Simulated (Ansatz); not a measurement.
# CH7BNO: the cost of one run

All numbers below are computed with Ansatz 0.2.0 (UKS PBE-D4/def2-SVP).

### 1 The structure to begin with

Bond lengths: B1–N3 1.550 Å, N3–H4 1.060 Å, N3–H5 1.060 Å, B1–O6 1.410 Å, O6–H7 1.010 Å, C8–H9 1.110 Å, C8–H10 1.110 Å, C8–H11 1.110 Å. Angles: B1–N3–H4 120.0°, B1–N3–H5 120.0°, H4–N3–H5 120.0°, N3–B1–O6 120.0°, B1–O6–H7 109.5°, H9–C8–H10 109.4°, H9–C8–H11 109.4°, H10–C8–H11 109.4°.

Structure file:

```xyz
11

B     0.0000    0.0000    0.0000
H     0.0000    0.0000    1.4400
N     1.3423    0.0000   -0.7750
H     1.8089   -0.9179   -1.0268
H     1.7937    0.9179   -1.0532
O    -1.2211    0.0000   -0.7050
H    -1.7308   -0.8467   -0.4965
C     0.0000    0.0000    2.8500
H    -0.5653   -0.8805    3.2205
H     1.0452   -0.0494    3.2205
H    -0.4798    0.9298    3.2205
```

### 2 Pulling towards end A

Springs on the bonds that form and break draw the guess towards this end; the thresholds are loose.

The input, input.yaml:

```yaml
crystal:
  periodic: [false, false, false]
  atoms:
    - { symbol: B, position_ang: [0.0, 0.0, 0.0] }
    - { symbol: H, position_ang: [0.0, 0.0, 1.44] }
    - { symbol: "N", position_ang: [1.3423, 0.0, -0.775] }
    - { symbol: H, position_ang: [1.8089, -0.9179, -1.0268] }
    - { symbol: H, position_ang: [1.7937, 0.9179, -1.0532] }
    - { symbol: O, position_ang: [-1.2211, 0.0, -0.705] }
    - { symbol: H, position_ang: [-1.7308, -0.8467, -0.4965] }
    - { symbol: C, position_ang: [0.0, 0.0, 2.85] }
    - { symbol: H, position_ang: [-0.5653, -0.8805, 3.2205] }
    - { symbol: H, position_ang: [1.0452, -0.0494, 3.2205] }
    - { symbol: H, position_ang: [-0.4798, 0.9298, 3.2205] }
magnetization:
  spin_polarized: true
  initial_magnetization: 1
basis:
  gaussian: { orbitals: def2-SVP }
hamiltonian:
  xc: pbe
  dispersion: d4
relax:
  f_tol: 0.15
  max_steps: 25
  restrain:
    - { distance: [1, 7], at: 2.31, k: 30.0 }
    - { distance: [0, 1], at: 1.19, k: 30.0 }
```

Command:

```console
$ ansatz run input.yaml --threads 4 --pin off --max-ram 5120MiB --backend cpu --events-out ev --progress --plain --runs-dir out
```

Q: Estimate wall time and peak memory on 4 threads of Arm Neoverse V1, shared host.

About 23 s, with a peak of 0.17 GiB.
